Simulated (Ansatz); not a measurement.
# CH5NS2Si: up Jacob's ladder to CCSD(T)

Aim: compute CH5NS2Si with functionals from several rungs and with coupled cluster. The yardstick is the atomisation energy at the CCSD(T) limit.

Computed with Ansatz 0.2.0, Gaussian basis. Level: functionals in def2-TZVPP, the program's frozen cores in correlated methods.

The runs, in order: LDA (SPW92), PBE-D4, revPBE-D4, BLYP-D4, r2SCAN-D4, B97M-V, PBE0-D4, B3LYP-D4, r2SCANh-D4, r2SCAN0-D4, HSE06-D4, BHLYP-D4, CAM-B3LYP-D4, LC-ωPBE, ωB97X-V, ωB97M-V, B2PLYP, PBE-QIDH; CCSD(T)/def2-SVP; CCSD(T)/def2-TZVPP; MP2/def2-QZVPP; extrapolation to the limit; RPA on PBE.

### 1 Structure used throughout

All runs share one geometry, relaxed beforehand with PBE0-D4 in a triple-zeta def2 set.

SMILES `C=N[SiH](S)S`, 10 atoms, charge 0, spin multiplicity 1.

Atoms are counted from 1 here; the program's logs count them from 0.

Bond lengths: C1–N2 1.258 Å, C1–H6 1.096 Å, C1–H7 1.100 Å, N2–Si3 1.734 Å, Si3–S4 2.127 Å, Si3–S5 2.127 Å, Si3–H8 1.487 Å, S4–H9 1.345 Å, S5–H10 1.345 Å. Angles: N2–C1–H6 120.1°, N2–C1–H7 124.3°, H6–C1–H7 115.5°, C1–N2–Si3 125.8°, N2–Si3–S4 106.5°, N2–Si3–S5 106.7°, N2–Si3–H8 116.5°, S4–Si3–S5 116.7°, S4–Si3–H8 105.5°, S5–Si3–H8 105.4°, Si3–S4–H9 93.1°, Si3–S5–H10 93.2°.

As a file:

| atom | x (Å) | y (Å) | z (Å) |
| --- | --- | --- | --- |
| C1 | 1.8027 | -0.1683 | 0.6918 |
| N2 | 0.6570 | 0.3132 | 0.4981 |
| Si3 | -0.5775 | -0.3768 | -0.5057 |
| S4 | -2.2119 | -0.8357 | 0.7757 |
| S5 | -0.9478 | 1.0212 | -2.0650 |
| H6 | 2.5123 | 0.3481 | 1.3477 |
| H7 | 2.1678 | -1.1026 | 0.2399 |
| H8 | -0.2400 | -1.6518 | -1.1920 |
| H9 | -2.1162 | 0.3320 | 1.4357 |
| H10 | -0.9633 | 2.0697 | -1.2232 |

### 2 LDA

This LDA is Slater exchange with PW92 correlation.

Input file in.yaml:

```yaml
crystal:
  periodic: [false, false, false]
  atoms:
    - {symbol: C, position_ang: [1.802691, -0.168350, 0.691803]}
    - {symbol: N, position_ang: [0.656989, 0.313160, 0.498099]}
    - {symbol: Si, position_ang: [-0.577499, -0.376796, -0.505667]}
    - {symbol: S, position_ang: [-2.211877, -0.835667, 0.775662]}
    - {symbol: S, position_ang: [-0.947762, 1.021238, -2.064972]}
    - {symbol: H, position_ang: [2.512334, 0.348091, 1.347714]}
    - {symbol: H, position_ang: [2.167838, -1.102592, 0.239931]}
    - {symbol: H, position_ang: [-0.239980, -1.651753, -1.192039]}
    - {symbol: H, position_ang: [-2.116193, 0.331954, 1.435696]}
    - {symbol: H, position_ang: [-0.963340, 2.069715, -1.223227]}
basis:
  gaussian: {orbitals: def2-TZVPP}
hamiltonian: {xc: lda}
output: {orbitals: {seedname: orbitals}}
```

Run with:

```bash
$ ansatz run in.yaml --threads 4 --pin off --events-out ev --progress --plain --max-ram 10444MiB
```

Further steps of the session: PBE-D4 (GGA); revPBE-D4 (GGA); BLYP-D4 (GGA); r2SCAN-D4 (meta-GGA); B97M-V (meta-GGA); B3LYP-D4 (hybrid); r2SCANh-D4 (hybrid); r2SCAN0-D4 (hybrid); HSE06-D4 (hybrid); BHLYP-D4 (hybrid); CAM-B3LYP-D4 (range-separated); LC-ωPBE (range-separated); ωB97X-V (range-separated); ωB97M-V (range-separated); B2PLYP (double hybrid); PBE-QIDH (double hybrid); CCSD(T) in def2-SVP; CCSD(T) in def2-TZVPP; MP2 in def2-QZVPP; RPA on PBE orbitals.

Q: Predict the results of all the runs planned. Wanted: atomisation energy, CCSD(T)/CBS; farthest beyond LDA; mean size of error, GGA; mean size of error, meta-GGA; mean size of error, hybrid; mean size of error, range-separated; mean size of error, double hybrid; gap, smallest and largest; T1 diagnostic.

As calculated:

| quantity | value |
| --- | --- |
| atomisation energy, CCSD(T)/CBS | 35.834 eV |
| functionals within 0.179 eV (0.5 %) | revPBE-D4, BLYP-D4, r2SCAN-D4, PBE0-D4, B3LYP-D4, HSE06-D4, CAM-B3LYP-D4 |
| farthest beyond LDA | BHLYP-D4 (-1.147 eV) |
| mean size of error, GGA | 0.297 eV |
| mean size of error, meta-GGA | 0.207 eV |
| mean size of error, hybrid | 0.345 eV |
| mean size of error, range-separated | 0.273 eV |
| mean size of error, double hybrid | 0.468 eV |
| gap, smallest and largest | 3.65 eV (LDA (SPW92)), 11.14 eV (LC-ωPBE) |
| T1 diagnostic | 0.0129 |
| triples share of the correlation energy | 4.5 % |

**Reading.** LDA overbinds by 5.376 eV (15 %). PBE-D4 misses by +0.803 eV. Double hybrids carry the basis error of their MP2 part in triple zeta, and no dispersion term here, so their miss is partly the set-up's. Taken by rung, meta-GGA functionals do best (0.207 eV on average) and double hybrid ones worst beyond LDA (0.468 eV). The gap between the best rungs is small, so their order is not settled. Misses under about 0.179 eV are within the doubt on the reference itself, which lacks core-valence correlation, relativity and higher excitations. Hartree-Fock recovers 69 % of the binding; the rest is correlation. CCSD(T) in def2-SVP is off by -2.936 eV, which most functionals beat. The gap grows from 3.6 to 11.1 eV across the functionals, mostly with the share of exact exchange.
